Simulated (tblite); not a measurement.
# C5H9NSi: the cost of one run

Programs: tblite 0.8.0 and PySCF 2.14.0, with density-fitted response routines of our own. Each step states its level of theory. These are calculated values for one molecule, in the gas phase or a continuum, unless marked as measured. Atoms are numbered from 0 throughout.

## Step 1: Starting geometry

16 atoms, charge 0, multiplicity 1; geometry from: force field or distance geometry start.

Bonds of the start (Å): C0–C1 1.20, C1–Si2 1.81, Si2–N3 1.77, N3–C4 1.43, Si2–C5 1.89, C5–C6 1.51, C6–Si2 1.85, C0–H7 1.07, N3–H8 1.06, C4–H9 1.08, C4–H10 1.13, C4–H11 1.12, C5–H12 1.11, C5–H13 1.10, C6–H14 1.10, C6–H15 1.13.

## Step 2: Geometry optimisation with GFN2-xTB

What the job is given:

```
{"job": {"kind": "relax", "xc": "GFN2-xTB", "basis": "xTB"}, "charge": 0, "multiplicity": 1}
C     -0.010200     2.890400     0.598000
C     -0.137400     1.719100     0.377800
Si    -0.313800    -0.058100     0.070800
N      1.135100    -1.071300    -0.043500
C      2.325000    -0.325300    -0.334300
C     -1.877500    -0.547400    -0.863100
C     -1.844800    -0.950700     0.590500
H      0.101800     3.939600     0.780600
H      1.283200    -1.443300     0.941000
H      2.702900     0.130900     0.572200
H      3.101800    -1.060900    -0.686800
H      2.195700     0.378400    -1.192600
H     -2.554300     0.288200    -1.125000
H     -1.704700    -1.307800    -1.638600
H     -2.622300    -0.503200     1.225700
H     -1.788100    -2.069800     0.715900
```

Run with:

```
$ OMP_NUM_THREADS=1 python probes_run.py task.json out
```

One launch serves the whole session: the jobs run in the order shown.

Q: Estimate the wall time and peak memory of this first job on 1 thread of Arm Neoverse N1, shared host.

About 1.2 s, with a peak of 0.18 GiB.
